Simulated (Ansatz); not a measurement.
# Zr3S2 (R32) in Ansatz: relaxation of cell and atoms with LDA

Aim: the relaxation of cell and atoms of Zr3S2 with LDA.

Everything below comes from runs of Ansatz 0.2.0. Logs are shortened: lines on timing, memory, paths and dates and some standing lists are left out, and cuts for length are marked.

## Step 1: The structure

Symmetry: R32, No. 155, trigonal system. Conventional cell: a = 5.805 Å, b = 5.805 Å, c = 10.463 Å, α = 90.00°, β = 90.00°, γ = 120.00°. Around Zr (site symmetry 2) lie 4 S at 2.61 to 2.62 Å. Around S (site symmetry 3) lie 6 Zr at 2.61 to 2.62 Å.

The cell comes from a database or a generator and needn't be the stable form of this composition.

## Step 2: Relaxation of cell and atoms, LDA

input.yaml

```yaml
crystal:
  lattice:
    - [2.9025379727, 1.6757810799, 3.4877732718]
    - [-2.9025379727, 1.6757810799, 3.4877732718]
    - [0.0, -3.3515621597, 3.4877732718]
  atoms:
    - { symbol: Zr, position: [0.838727, 0.5, 0.161273] }
    - { symbol: Zr, position: [0.5, 0.161273, 0.838727] }
    - { symbol: Zr, position: [0.161273, 0.838727, 0.5] }
    - { symbol: S, position: [0.665023, 0.665023, 0.665023] }
    - { symbol: S, position: [0.334977, 0.334977, 0.334977] }
hamiltonian:
  xc: lda
  pseudopotentials: { kind: paw }
kpoints:
  mp_grid: { grid: [6, 6, 6] }
scf:
  occupations: { method: fermi_dirac, width: 0.05 }
output:
  forces: true
  stress: true
  eigenvalues: true
  write_density: true
  write_potential: true
  elf: true
  volumetric_format: npy
relax:
  f_tol: 0.01
  max_steps: 40
  cell: { stress_tol: 0.05 }
```

Potentials or basis: Ansatz PAW.

Started as:

```bash
$ ansatz run input.yaml --threads 2 --pin off --max-ram 5632MiB --backend cpu --events-out ev --progress --plain --runs-dir out
```

What it wrote:

```text
Warning: RAYON_NUM_THREADS=2 ignored (pool sized by the plan → 2); use --threads N
Engine: ansatz 0.2.0, x86_64-unknown-linux-gnu
Pseudopotentials: kind: paw
Pseudopotential: Zr, paw, valence charge 12, recommended cutoff 420 eV (normal), Zr.paw.azcp
Pseudopotential: S, paw, valence charge 6, recommended cutoff 420 eV (normal), S.paw.azcp
Functional definition: SPW92
  exchange = slater_x
  correlation = pw_c
Crystal: 5 atoms, lattice volume = 101.788 Å³
Basis set: ecut = 420 eV, 1949 PW (Γ)
Bands: 29, of which v1, the nominal top of the filled ones, is band 24 counted from 1 (23 counted from 0)
Symmetry: 6 space group operations
Space group: R32 (ITA 155), of the structure as read, at distance tolerance 4.7e-5 Å
k-points: 32 of 216 (time reversal used)
Non-local potential: Zr, projectors of the file, l = 0: 3, l = 1: 2, l = 2: 2, l = 3: 2
Non-local potential: S, projectors of the file, l = 0: 2, l = 1: 2, l = 2: 2
PAW form: soft (Blöchl's): semilocal exchange-correlation on the pseudo side does not see the compensation charge
PAW frozen core: Zr, regenerated for the run's functional, and the local potential with it (the file was generated under x = pbe(κ = 0.804, μ = 0.2195149727645171), c = pbe(β = 0.06672455060314922))
PAW frozen core: S, regenerated for the run's functional, and the local potential with it (the file was generated under x = pbe(κ = 0.804, μ = 0.2195149727645171), c = pbe(β = 0.06672455060314922))
PAW one-centre angular grid: Zr, 590 points (default); XC on 64 Gauss nodes
PAW one-centre angular grid: S, 110 points (default); XC on 64 Gauss nodes
Initial density: superposition of atomic densities (neutral atoms: chi_scale 0, normalization atom), corrected by the library's trained network
Initial wavefunctions: pseudopotential atomic-orbital guess
Functional: x = slater, c = lda
SCF iter   1: F=—  HF=-13977.485805 eV  |F-HF|=—  |Δ(HF+E_count)|=         —  Δρ=7.93e-3  dr2=4.78e-2  ethr=1.77e-3  ⟨swp⟩=5.3  Hψ=3947  notcnv=0
preconditioner: auto → Kerker (q_TF=auto, 2.407 Å⁻¹)  [metal: Δε(μ)=0.018 eV  Ē_g=6.530 eV  σ=0.050 eV  W_gap=0.09  n_scr=20 (ndim 8)  ℏωp=18.0 eV  f_vac=0.000  D(μ)=2.42/eV (n_scr^D=14)]
SCF iter   2: F=—  HF=-13977.478281 eV  |F-HF|=—  |Δ(HF+E_count)|=   7.52e-3  Δρ=4.43e-3  dr2=1.57e-2  ethr=9.95e-5  ⟨swp⟩=1.0  Hψ=1184  notcnv=0
SCF iter   3: F=—  HF=-13977.475986 eV  |F-HF|=—  |Δ(HF+E_count)|=   2.29e-3  Δρ=6.92e-4  dr2=7.43e-4  ethr=3.28e-5  ⟨swp⟩=2.1  Hψ=1189  notcnv=0
SCF iter   4: F=—  HF=-13977.475878 eV  |F-HF|=—  |Δ(HF+E_count)|=   1.08e-4  Δρ=1.98e-4  dr2=4.55e-5  ethr=1.55e-6  ⟨swp⟩=2.0  Hψ=1231  notcnv=0
SCF iter   5: F=—  HF=-13977.475872 eV  |F-HF|=—  |Δ(HF+E_count)|=   6.27e-6  Δρ=3.27e-5  dr2=1.76e-6  ethr=9.47e-8  ⟨swp⟩=2.7  Hψ=1647  notcnv=0
SCF iter   6: F=—  HF=-13977.475872 eV  |F-HF|=—  |Δ(HF+E_count)|=   2.90e-7  Δρ=7.91e-6  dr2=1.18e-7  ethr=3.66e-9  ⟨swp⟩=2.1  Hψ=1199  notcnv=0
SCF iter   7: F=-13977.475871 eV  HF=-13977.475871 eV  |F-HF|=2.51e-9  |Δ(HF+E_count)|=   3.01e-8  Δρ=2.10e-6  dr2=7.06e-9  ethr=2.08e-10  ⟨swp⟩=8.8  Hψ=5793  notcnv=0
SCF 1 converged in 7 iterations: F = -13977.475871 eV  dr2 = 7.06e-9
relax step   1: F+E_penalty+E_count = -13977.47587150 eV  Δ(F+E_penalty+E_count) = +0.000e0 eV  max|allowed force component| = 1.667e-1 eV/Å  Δτ_max = 0.0000 Å  P = -7.572 GPa  Ω = 101.788 Å³  (7 SCF iters, dr2 threshold 1.00e-7 eV, accepted)
Crystal: 5 atoms, lattice volume = 90.015 Å³
Basis set: ecut = 420 eV, 1745 PW (Γ)
Initial density: handed on by an earlier stage of this run
Initial wavefunctions: those handed on with the density
iter 1 solved again at ethr=1.76e-4 eV; its pass at ethr=3.10e-3 eV (dr2=8.43e-2 eV) is discarded
[... 25 lines left out ...]
Crystal: 5 atoms, lattice volume = 95.643 Å³
Basis set: ecut = 420 eV, 1895 PW (Γ)
iter 1 solved again at ethr=2.26e-7 eV; its pass at ethr=3.10e-3 eV (dr2=1.09e-4 eV) is discarded
SCF iter   1: F=—  HF=-13977.630263 eV  |F-HF|=—  |Δ(HF+E_count)|=         —  Δρ=2.76e-4  dr2=1.04e-4  ethr=2.26e-7  ⟨swp⟩=2.2  Hψ=4918  notcnv=0
preconditioner: auto → Kerker (q_TF=auto, 2.432 Å⁻¹)  [metal: Δε(μ)=0.023 eV  Ē_g=6.693 eV  σ=0.050 eV  W_gap=0.11  n_scr=20 (ndim 8)  ℏωp=18.6 eV  f_vac=0.000  D(μ)=2.33/eV (n_scr^D=14)]
SCF iter   2: F=—  HF=-13977.630238 eV  |F-HF|=—  |Δ(HF+E_count)|=   2.51e-5  Δρ=1.63e-4  dr2=3.81e-5  ethr=2.17e-7  ⟨swp⟩=1.0  Hψ=928  notcnv=0
SCF iter   3: F=—  HF=-13977.630223 eV  |F-HF|=—  |Δ(HF+E_count)|=   1.50e-5  Δρ=2.86e-5  dr2=1.18e-6  ethr=7.94e-8  ⟨swp⟩=2.0  Hψ=1249  notcnv=0
SCF iter   4: F=-13977.630223 eV  HF=-13977.630223 eV  |F-HF|=3.67e-8  |Δ(HF+E_count)|=   3.09e-7  Δρ=7.33e-6  dr2=7.27e-8  ethr=1.04e-9  ⟨swp⟩=10.1  Hψ=6804  notcnv=0
SCF 4 converged in 4 iterations: F = -13977.630223 eV  dr2 = 7.27e-8
relax step   4: F+E_penalty+E_count = -13977.63022280 eV  Δ(F+E_penalty+E_count) = -1.527e-3 eV  max|allowed force component| = 7.640e-3 eV/Å  Δτ_max = 0.0006 Å  P = -0.036 GPa  Ω = 95.643 Å³  energy of the carried Pulay correction = +8.230e-4 eV  (4 SCF iters, dr2 threshold 5.00e-7 eV, accepted)
Initial wavefunctions: pseudopotential atomic-orbital guess (no wavefunctions were taken with the density)
iter 1 solved again at ethr=4.14e-8 eV; its pass at ethr=3.10e-3 eV (dr2=1.99e-5 eV) is discarded
SCF iter   1: F=—  HF=-13977.629483 eV  |F-HF|=—  |Δ(HF+E_count)|=         —  Δρ=4.70e-5  dr2=2.69e-7  ethr=4.14e-8  ⟨swp⟩=3.0  Hψ=6754  notcnv=0
preconditioner: auto → Kerker (q_TF=auto, 2.432 Å⁻¹)  [metal: Δε(μ)=0.021 eV  Ē_g=6.694 eV  σ=0.050 eV  W_gap=0.11  n_scr=20 (ndim 8)  ℏωp=18.6 eV  f_vac=0.000  D(μ)=2.33/eV (n_scr^D=14)]
SCF iter   2: F=—  HF=-13977.629485 eV  |F-HF|=—  |Δ(HF+E_count)|=   1.96e-6  Δρ=2.50e-5  dr2=8.53e-8  ethr=5.60e-10  ⟨swp⟩=1.0  Hψ=929  notcnv=0
SCF iter   3: F=—  HF=-13977.629485 eV  |F-HF|=—  |Δ(HF+E_count)|=   8.30e-8  Δρ=1.18e-6  dr2=2.55e-9  ethr=1.78e-10  ⟨swp⟩=1.7  Hψ=1098  notcnv=0
SCF iter   4: F=—  HF=-13977.629485 eV  |F-HF|=—  |Δ(HF+E_count)|=  5.60e-10  Δρ=3.94e-7  dr2=2.40e-10  ethr=5.32e-12  ⟨swp⟩=2.1  Hψ=1147  notcnv=0
SCF iter   5: F=-13977.629485 eV  HF=-13977.629485 eV  |F-HF|=3.64e-12  |Δ(HF+E_count)|=  7.64e-11  Δρ=1.04e-7  dr2=1.48e-11  ethr=1.00e-12  ⟨swp⟩=6.4  Hψ=4277  notcnv=0
SCF 5 converged in 5 iterations: F = -13977.629485 eV  dr2 = 1.48e-11
relax step   5: F+E_penalty+E_count = -13977.62948485 eV  Δ(F+E_penalty+E_count) = +7.379e-4 eV  max|allowed force component| = 7.443e-3 eV/Å  Δτ_max = 0.0000 Å  P = -0.040 GPa  Ω = 95.643 Å³  stress off target by 4.29e-2 GPa  SCF on the basis re-selected at this cell (its energy is not comparable with the rows above)  (5 SCF iters)
basis re-selected at this cell: Δ(F+E_penalty+E_count) = +7.379e-4 eV, ΔP = -0.004 GPa vs the last step (what re-selecting the basis moved, of the pressure what is left beyond the Pulay correction that the steps carried, after the strain that the cell walked since its last selection, with what the two solves' SCF thresholds leave and, on support functions, any second-order correction that the steps lacked; it is no measure of the basis error at this ecutwfc). The dense FFT grid was sized anew with the basis: this SCF ran on 32×32×32 points, the steps before it on 36×36×36, so part of this shift can come from that change (see relax.cell in the input reference). This SCF's stress stands 4.29e-2 GPa from its target on what of the cell is left free (relax.cell.stress_tol is 5.00e-2 GPa) and its largest allowed force component is 7.44e-3 eV/Å (relax.f_tol is 1.00e-2 eV/Å): within both
SCF converged after 5 iterations
Free energy (F): -13977.629485 eV
Harris-Foulkes:  -13977.629485 eV  (|F-HF|=3.64e-12)
Internal energy: -13977.609749 eV  (E = F + TS)
E sigma→0 (E₀):  -13977.619617 eV
Entropy (-TS):   -0.019736 eV (-3.947 meV/atom)
Fermi energy:    13.471736 eV
--- Per-component energies (eV) ---
  E_band       = -258.110374
  E_kinetic    = 1229.993976
  E_local      = -2178.259824  (includes V_loc(G=0)·N_el)
  E_nonlocal   = 310.408610
  E_hartree    = 698.913162
  E_xc         = -680.361223
  E_vxc        = -755.760624  (∫ρ·V_xc dr)
  E_paw        = -9685.847807  (= ΣΔE_a)
  E_vpaw       = -262.318874  (= ΣTr[D̂ρ^β])
  E_aug_tail   = 0.000073  (compensation charges beyond the density's cutoff)
  E_ewald      = -3673.874314
  E_core_change = 1.417598  (= ΣΔE_core)
  E_smearing   = -0.019736  (= −TS)
  E_closure    = 0.000000  (closes the sum)
  Σ components = -13977.629485   (vs F -13977.629485, Δ=0.00e0)
--- Forces (eV/Å), atoms counted from 1 ---
  atom   1  Zr    -0.00372165    -0.00644608     0.00000000
  atom   2  Zr    -0.00372165     0.00644608    -0.00000000
  atom   3  Zr     0.00744330    -0.00000000     0.00000000
  atom   4  S      0.00000000     0.00000000     0.00162823
  atom   5  S     -0.00000000    -0.00000000    -0.00162823
  max |Σ_I F_I| component: 4.23e-16 eV/Å
--- Stress (GPa, compression-positive) ---
       -0.042891      -0.000000       0.000000
       -0.000000      -0.042891       0.000000
        0.000000       0.000000      -0.033158
  P = ⅓ Tr σ = -0.0396 GPa (-0.396 kbar)
--- Band table (eV; the first three rows and the last of 32) ---
  k-point 0: bands = ["-35.3308", "-35.2254", "-35.2254", "-13.6124", "-13.5910", "-13.5910", "-13.5873", "-13.5030", "-13.5030", "-13.3895", "-13.1002", "-13.1002", "-1.6690", "-0.3267", "7.2992", "7.2992", "7.7345", "9.2290", "9.3674", "9.3674", "10.7841", "11.4747", "13.6018", "13.6018", "14.1756", "14.1756", "15.6353", "16.3861", "16.3861"]
  k-point 1: bands = ["-35.3232", "-35.2334", "-35.2249", "-13.6759", "-13.6604", "-13.6074", "-13.5249", "-13.4640", "-13.4220", "-13.3666", "-13.1606", "-13.1128", "-1.5328", "-0.3613", "7.1687", "7.4887", "7.7967", "8.8812", "9.1719", "9.4624", "11.0917", "11.7787", "13.3075", "13.4826", "13.7938", "14.4190", "15.1714", "16.0747", "16.4958"]
  k-point 2: bands = ["-35.3029", "-35.2510", "-35.2273", "-13.7185", "-13.6926", "-13.6212", "-13.4943", "-13.4421", "-13.3586", "-13.2940", "-13.2574", "-13.1495", "-1.1980", "-0.4901", "7.3331", "7.4505", "7.7712", "8.5090", "8.9082", "9.5807", "11.6706", "12.2125", "12.9157", "13.0550", "13.4187", "14.5991", "14.9287", "15.5224", "16.3775"]
  k-point 31: bands = ["-35.3037", "-35.2375", "-35.2375", "-13.9204", "-13.6554", "-13.5649", "-13.5649", "-13.5325", "-13.3884", "-13.3884", "-13.0705", "-13.0705", "-0.3576", "-0.1738", "6.2362", "7.5225", "7.5225", "8.4037", "9.0542", "9.0542", "12.6823", "13.0833", "13.2614", "13.2614", "13.7640", "13.7640", "14.5823", "14.5823", "15.8610"]
--- Relaxed structure (4 steps of the walk, 3 accepted, 1 SCFs on fresh bases) ---
  F+E_penalty+E_count = -13977.62948485 eV   max|allowed force component| = 7.443e-3 eV/Å   (the final SCF, on the basis selected at the relaxed cell)
  cell:  # Å, volume = 95.6431 Å³
    - [2.8432214631435464, 1.641534677127969, 3.4154008481512483]
    - [-2.8432214631435464, 1.641534677127969, 3.4154008481512483]
    - [-8.67270530223302e-40, -3.2830693542069755, 3.415400848174781]
  atoms:
    - { symbol: Zr, position: [0.8390164652281191, 0.5000000000000001, 0.16098353477188115] }
    - { symbol: Zr, position: [0.5000000000000001, 0.16098353477188115, 0.8390164652281189] }
    - { symbol: Zr, position: [0.160983534771881, 0.839016465228119, 0.5] }
    - { symbol: S, position: [0.6647231978375314, 0.6647231978375314, 0.6647231978375312] }
    - { symbol: S, position: [0.3352768021624688, 0.3352768021624688, 0.33527680216246875] }
```

It took 11 s on 2 threads of Intel Xeon 6975P-C (Granite Rapids), shared host; peak memory 0.44 GiB.

Results:

```
Free energy                            : -13977.6295 eV
Relaxed volume                         : 19.13 Å³/atom
Relaxed cell                           : a = 4.737 Å, b = 4.737 Å, c = 4.737 Å, α = 73.76°, β = 73.76°, γ = 73.76°
Space group after relaxing (to 0.05 Å) : R32 (No. 155)
Energy gained by relaxing              : 30.7 meV/atom
Ionic steps                            : 4
Pressure after relaxing                : 0.0 GPa
Largest force after relaxing           : 0.007 eV/Å
Band gap on the k mesh                 : none (metal or under the smearing width)
```

Forces on the atoms (eV/Å):
```
Zr  -0.004 -0.006  0.000
Zr  -0.004  0.006  0.000
Zr   0.007  0.000  0.000
S    0.000  0.000  0.002
S    0.000  0.000 -0.002
```

The path:
| step | energy change (eV) | largest force (eV/Å) | volume (Å³) |
| --- | --- | --- | --- |
| 1 | 0.0000 | 0.1667 | 101.79 |
| 2 | -0.1528 | 0.0138 | 96.18 |
| 3 | -0.1544 | 0.0076 | 95.64 |
| 4 | -0.1536 | 0.0074 | 95.64 |

Final structure:
```cif
data_structure
_symmetry_space_group_name_H-M 'P 1'
_symmetry_Int_Tables_number 1
_cell_length_a 4.7375
_cell_length_b 4.7375
_cell_length_c 4.7375
_cell_angle_alpha 73.762
_cell_angle_beta 73.762
_cell_angle_gamma 73.762
_cell_volume 95.64
loop_
_atom_site_label
_atom_site_type_symbol
_atom_site_fract_x
_atom_site_fract_y
_atom_site_fract_z
_atom_site_occupancy
Zr1 Zr 0.83902 0.50000 0.16098 1
Zr2 Zr 0.50000 0.16098 0.83902 1
Zr3 Zr 0.16098 0.83902 0.50000 1
S1 S 0.66472 0.66472 0.66472 1
S2 S 0.33528 0.33528 0.33528 1
```

Levels at points of the mesh, in eV from the Fermi level:
| k point | band 22 | band 23 | band 24 | band 25 | band 26 | band 27 |
| --- | --- | --- | --- | --- | --- | --- |
| (0.00, 0.00, 0.00) | -2.00 | 0.13 | 0.13 | 0.70 | 0.70 | 2.16 |
| (0.00, 0.00, -0.50) | -1.18 | -0.94 | -0.72 | -0.10 | 1.01 | 1.83 |
| (0.00, -0.50, -0.50) | -1.31 | -0.85 | -0.30 | -0.07 | 0.93 | 1.99 |
| (-0.50, -0.50, -0.50) | -0.39 | -0.21 | -0.21 | 0.29 | 0.29 | 1.11 |

Caveat: the plane-wave basis is chosen anew once the cell has moved, so the energies of steps on either side of that aren't comparable; the PAW data sets come from PBE, with cores solved anew for the run's functional, which leaves a small shift of forces and pressure.
